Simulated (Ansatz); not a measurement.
# B4P4 zinc blende hole disc (B4P4H16): the relaxed shape and its frontier levels

Aim: characterise B4P4 zinc blende hole disc (B4P4H16) as a singlet: its structure, frontier levels and distribution of charge.

Method: RKS PBE0-D4/def2-TZVP; program: Ansatz 0.2.0, Gaussian basis.

The runs, in order: relaxation at r2SCAN-D4/def2-SVP; a single point at PBE0-D4/def2-TZVP.

### 1 Where the work starts

24 atoms, charge 0, spin multiplicity 1.

Atoms are counted from 1 here; the program's logs count them from 0.

Bond lengths: B1–P5 1.935 Å, B1–P7 1.935 Å, B1–H9 1.190 Å, B1–H10 1.192 Å, B2–P6 1.936 Å, B2–P8 1.936 Å, B2–H11 1.190 Å, B2–H12 1.192 Å, B3–P5 1.935 Å, B3–P6 1.937 Å, B3–H13 1.190 Å, B3–H14 1.192 Å, B4–P7 1.936 Å, B4–P8 1.935 Å, B4–H15 1.192 Å, B4–H16 1.190 Å, P5–H17 1.390 Å, P5–H18 1.391 Å and more. Angles: P5–B1–P7 109.7°, P5–B1–H9 109.1°, P5–B1–H10 107.8°, P7–B1–H9 109.4°, P7–B1–H10 107.9°, H9–B1–H10 112.9°, P6–B2–P8 109.8°, P6–B2–H11 109.3°, P6–B2–H12 107.9°, P8–B2–H11 109.3°, P8–B2–H12 107.8°, H11–B2–H12 112.8°, P5–B3–P6 109.7°, P5–B3–H13 109.4°, P5–B3–H14 107.9°, P6–B3–H13 109.2°, P6–B3–H14 107.8°, H13–B3–H14 112.9° and more.

The start is a GFN2-xTB geometry.

### 2 Optimising with r2SCAN-D4/def2-SVP

Contents of in.yaml:

```yaml
crystal:
  periodic: [false, false, false]
  atoms:
    - {symbol: B, position_ang: [-1.385630, 1.375100, -1.051410]}
    - {symbol: B, position_ang: [1.387240, -1.376910, -1.048770]}
    - {symbol: B, position_ang: [-1.379500, -1.384530, 1.051720]}
    - {symbol: B, position_ang: [1.376640, 1.384580, 1.051110]}
    - {symbol: P, position_ang: [-2.239660, -0.004720, 0.002470]}
    - {symbol: P, position_ang: [0.005640, -2.236610, 0.000180]}
    - {symbol: P, position_ang: [-0.006420, 2.236200, -0.002080]}
    - {symbol: P, position_ang: [2.240240, 0.008110, 0.000490]}
    - {symbol: H, position_ang: [-2.199860, 2.181410, -1.371310]}
    - {symbol: H, position_ang: [-0.861540, 0.849310, -1.983950]}
    - {symbol: H, position_ang: [2.200430, -2.184720, -1.367280]}
    - {symbol: H, position_ang: [0.864400, -0.854550, -1.983680]}
    - {symbol: H, position_ang: [-2.186020, -2.199600, 1.369610]}
    - {symbol: H, position_ang: [-0.856310, -0.861180, 1.986300]}
    - {symbol: H, position_ang: [0.855360, 0.856890, 1.984120]}
    - {symbol: H, position_ang: [2.184560, 2.197410, 1.369970]}
    - {symbol: H, position_ang: [-3.177640, -0.590280, -0.840270]}
    - {symbol: H, position_ang: [-3.175110, 0.582040, 0.847570]}
    - {symbol: H, position_ang: [-0.577770, -3.173480, -0.845970]}
    - {symbol: H, position_ang: [0.592270, -3.173890, 0.843840]}
    - {symbol: H, position_ang: [0.578210, 3.172110, -0.848020]}
    - {symbol: H, position_ang: [-0.593690, 3.174590, 0.839250]}
    - {symbol: H, position_ang: [3.173020, 0.596760, -0.846780]}
    - {symbol: H, position_ang: [3.181130, -0.574040, 0.842930]}
basis:
  gaussian: {orbitals: def2-SVP}
hamiltonian: {xc: r2scan, dispersion: d4}
scf: {lower_state_search: "off"}
output: {orbitals: {seedname: orbitals}}
relax: {f_tol: 0.03, max_steps: 70}
```

Started as:

```bash
ansatz run in.yaml --threads 2 --pin off --events-out ev --progress --plain --max-ram 22528MiB --backend cuda --devices 0, --max-vram 18GiB
```

The program printed (excerpt; [...] marks lines left out):

```text
Functional definition: r2SCAN
  name "r2SCAN"
  cite "Furness, Kaplan, Ning, Perdew & Sun, J. Phys. Chem. Lett. 11, 8208 (2020) doi:10.1021/acs.jpclett.0c02405"
  cite "Furness, Kaplan, Ning, Perdew & Sun, J. Phys. Chem. Lett. 11, 9248 (2020) doi:10.1021/acs.jpclett.0c03077"
  parent r2scan
[...]
2372 factors; their error is unknown
[...]
mean field -40104.51946830 eV, -1473.8139066402 hartree, gradient 1.6e-6 eV, S^2 0.000000; 0 other end points of the search recorded, 0 dependent functions left out
[...]
reference -40104.51948437 eV, -1473.8139072310 hartree; 48, 48 occupied and 160, 160 virtual orbitals, 2372 factors
relax step   1: F+E_penalty+E_count = -40104.77600307 eV  Δ(F+E_penalty+E_count) = +0.000e0 eV  max|allowed force component| = 5.285e-1 eV/Å  Δτ_max = 0.0000 Å  (16 SCF iters, accepted)
[...]
relax step   3: F+E_penalty+E_count = -40104.99767042 eV  Δ(F+E_penalty+E_count) = -2.926e-2 eV  max|allowed force component| = 3.813e-2 eV/Å  Δτ_max = 0.0405 Å  (18 SCF iters, accepted)
[...]
relax step   4: F+E_penalty+E_count = -40104.99871801 eV  Δ(F+E_penalty+E_count) = -1.048e-3 eV  max|allowed force component| = 4.258e-3 eV/Å  Δτ_max = 0.0088 Å  (19 SCF iters, accepted)
Total energy: -40104.99873425 eV, -1473.8315193391 hartree
Atom 0 at    -1.403242     1.393859    -1.012351 Å, force     0.003438    -0.003448     0.000081 eV/Å
[...]
Atom 9 at    -0.856561     0.847907    -1.951727 Å, force     0.000989    -0.000912     0.000696 eV/Å
Atom 10 at     2.232372    -2.219669    -1.348641 Å, force     0.001740    -0.001584     0.000949 eV/Å
Atom 11 at     0.856891    -0.850995    -1.951935 Å, force    -0.001100     0.001058     0.000863 eV/Å
Atom 12 at    -2.218838    -2.232026     1.350656 Å, force    -0.001735    -0.001565    -0.000882 eV/Å
Atom 13 at    -0.849913    -0.856256     1.952807 Å, force     0.001083     0.001017    -0.000893 eV/Å
Atom 14 at     0.849591     0.856586     1.951135 Å, force    -0.001014    -0.000831    -0.000759 eV/Å
Atom 15 at     2.218534     2.232568     1.349371 Å, force     0.001754     0.001697    -0.001111 eV/Å
Atom 16 at    -3.219853    -0.584105    -0.906748 Å, force    -0.001235    -0.000799     0.000330 eV/Å
Atom 17 at    -3.218812     0.568917     0.914036 Å, force    -0.001426     0.000760    -0.000430 eV/Å
Atom 18 at    -0.567715    -3.219512    -0.911635 Å, force    -0.000824    -0.001371     0.000487 eV/Å
Atom 19 at     0.584300    -3.218354     0.909751 Å, force     0.000841    -0.001305    -0.000414 eV/Å
Atom 20 at     0.567857     3.218776    -0.914449 Å, force     0.000737     0.001390     0.000454 eV/Å
Atom 21 at    -0.584400     3.219293     0.906850 Å, force    -0.000722     0.001282    -0.000409 eV/Å
Atom 22 at     3.217898     0.585142    -0.910139 Å, force     0.001466     0.000657     0.000466 eV/Å
Atom 23 at     3.220739    -0.566283     0.911660 Å, force     0.001221    -0.000913    -0.000319 eV/Å
Dipole moment:     0.000002     0.000558    -0.000049 e Å
Checks for a lower state left out: stability, starts, cluster_reference, orbital_swaps, neighbouring_geometries, increment
```

Run time: 13 s. Hardware: 1 × H100 (card shared with other runs) with 2 threads of AMD EPYC 7R13, shared host; peak host memory 0.91 GiB.

Relaxation path:

| step | energy from step 1 (eV) | largest force component (eV/Å) |
| --- | --- | --- |
| 1 | 0.0000 | 0.5285 |
| 2 | -0.1924 | 0.4354 |
| 3 | -0.2217 | 0.0381 |
| 4 | -0.2227 | 0.0043 |

Close pairs (by a distance rule), those that changed most:

| bond | before (Å) | after (Å) | change (Å) |
| --- | --- | --- | --- |
| P5–H17 | 1.390 | 1.419 | +0.028 |
| P7–H22 | 1.390 | 1.419 | +0.028 |
| P7–H21 | 1.390 | 1.419 | +0.028 |
| P5–H18 | 1.391 | 1.419 | +0.028 |
| P8–H24 | 1.391 | 1.419 | +0.028 |
| P6–H19 | 1.391 | 1.419 | +0.028 |
| P6–H20 | 1.391 | 1.419 | +0.028 |
| P8–H23 | 1.391 | 1.419 | +0.028 |

Bonds by kind at the end (by distance):

| bond | count | shortest (Å) | longest (Å) |
| --- | --- | --- | --- |
| B–P | 8 | 1.946 | 1.946 |
| H–P | 8 | 1.419 | 1.419 |
| B–H | 8 | 1.216 | 1.217 |

### 3 Single point, PBE0-D4/def2-TZVP

start.molden holds the orbitals of an earlier run on this state, given as this run's starting guess.

Contents of in.yaml:

```yaml
crystal:
  periodic: [false, false, false]
  atoms:
    - {symbol: B, position_ang: [-1.403242, 1.393859, -1.012351]}
    - {symbol: B, position_ang: [1.403432, -1.395097, -1.011411]}
    - {symbol: B, position_ang: [-1.394730, -1.402897, 1.012757]}
    - {symbol: B, position_ang: [1.394522, 1.403433, 1.011264]}
    - {symbol: P, position_ang: [-2.296522, -0.005911, 0.002043]}
    - {symbol: P, position_ang: [0.006216, -2.296105, -0.000210]}
    - {symbol: P, position_ang: [-0.006212, 2.296233, -0.002232]}
    - {symbol: P, position_ang: [2.296512, 0.006649, 0.000442]}
    - {symbol: H, position_ang: [-2.232073, 2.217848, -1.351253]}
    - {symbol: H, position_ang: [-0.856561, 0.847907, -1.951727]}
    - {symbol: H, position_ang: [2.232372, -2.219669, -1.348641]}
    - {symbol: H, position_ang: [0.856891, -0.850995, -1.951935]}
    - {symbol: H, position_ang: [-2.218838, -2.232026, 1.350656]}
    - {symbol: H, position_ang: [-0.849913, -0.856256, 1.952807]}
    - {symbol: H, position_ang: [0.849591, 0.856586, 1.951135]}
    - {symbol: H, position_ang: [2.218534, 2.232568, 1.349371]}
    - {symbol: H, position_ang: [-3.219853, -0.584105, -0.906748]}
    - {symbol: H, position_ang: [-3.218812, 0.568917, 0.914036]}
    - {symbol: H, position_ang: [-0.567715, -3.219512, -0.911635]}
    - {symbol: H, position_ang: [0.584300, -3.218354, 0.909751]}
    - {symbol: H, position_ang: [0.567857, 3.218776, -0.914449]}
    - {symbol: H, position_ang: [-0.584400, 3.219293, 0.906850]}
    - {symbol: H, position_ang: [3.217898, 0.585142, -0.910139]}
    - {symbol: H, position_ang: [3.220739, -0.566283, 0.911660]}
basis:
  gaussian: {orbitals: def2-TZVP, initial_orbitals: start.molden}
hamiltonian: {xc: pbe0, dispersion: d4}
scf: {omitted_lower_state_checks: [starts]}
output: {orbitals: {seedname: orbitals}}
```

The command is unchanged.

The program printed:

```text
Functional definition: PBE0
  name "PBE0"
  cite "Adamo & Barone, J. Chem. Phys. 110, 6158 (1999) doi:10.1063/1.478522"
  cite "Perdew, Burke & Ernzerhof, Phys. Rev. Lett. 77, 3865 (1996) doi:10.1103/PhysRevLett.77.3865"
  parent pbe
  parameter a = 0.25
  parameter kappa = 0.804
  parameter beta = 0.06672455060314922
  exchange = (1 - a)*pbe_x(kappa = kappa, mu = beta*pi^2/3) + a*exact_x
  correlation = pbe_c(beta = beta)
these checks for a lower state are left out or cut short: starts
2508 factors; their error is unknown
mean field evaluation 1: about -40103.0847 eV, gradient 1.5e2 eV
mean field evaluation 2: about -40107.0624 eV, gradient 4.6e0 eV
mean field evaluation 4: about -40107.1411 eV, gradient 2.1e-1 eV
mean field evaluation 8: about -40107.1412 eV, gradient 1.3e-5 eV
mean field -40107.14119897 eV, -1473.9102534653 hartree, gradient 1.3e-5 eV, S^2 0.000000; 0 other end points of the search recorded, 0 dependent functions left out
reference -40107.14125185 eV, -1473.9102554086 hartree; 48, 48 occupied and 320, 320 virtual orbitals, 2508 factors
Total energy: -40107.94025151 eV, -1473.9396181046 hartree
Checks for a lower state left out: starts
```

It took 3.9 s on 1 × H100 (card shared with other runs) with 2 threads of AMD EPYC 7R13, shared host; peak host memory 0.92 GiB.

Report: HOMO -7.89 eV, LUMO -0.12 eV.

Mulliken charges, from this run's orbitals:

B1 -0.28; B2 -0.28; B3 -0.28; B4 -0.28; P5 0.05; P6 0.05; P7 0.05; P8 0.05; H9 0.04; H10 0.03; H11 0.04; H12 0.03; H13 0.04; H14 0.03; H15 0.03; H16 0.04; H17 0.08; H18 0.08; H19 0.08; H20 0.08; H21 0.08; H22 0.08; H23 0.08; H24 0.08

Largest Mayer bond orders: P5–H17 0.94; P5–H18 0.94; P6–H19 0.94; P6–H20 0.94; P7–H21 0.94; P7–H22 0.94; P8–H23 0.94; P8–H24 0.94; B1–H9 0.93; B2–H11 0.93.

### 4 Summary of results

| quantity | value |
| --- | --- |
| point group | D2d |
| commonest bond, hydrogen aside | B–P, 8 of mean length 1.946 Å |
| HOMO, LUMO at PBE0-D4/def2-TZVP | -7.89, -0.12 eV |
| dipole at r2SCAN-D4/def2-SVP | 0.00 D |

What this shows: The molecule keeps its bonding pattern by the stored test; the atoms moved 0.06 Å (rms). No usable vibrations, so a minimum isn't proven. Whether this spin is the lowest isn't tested here.
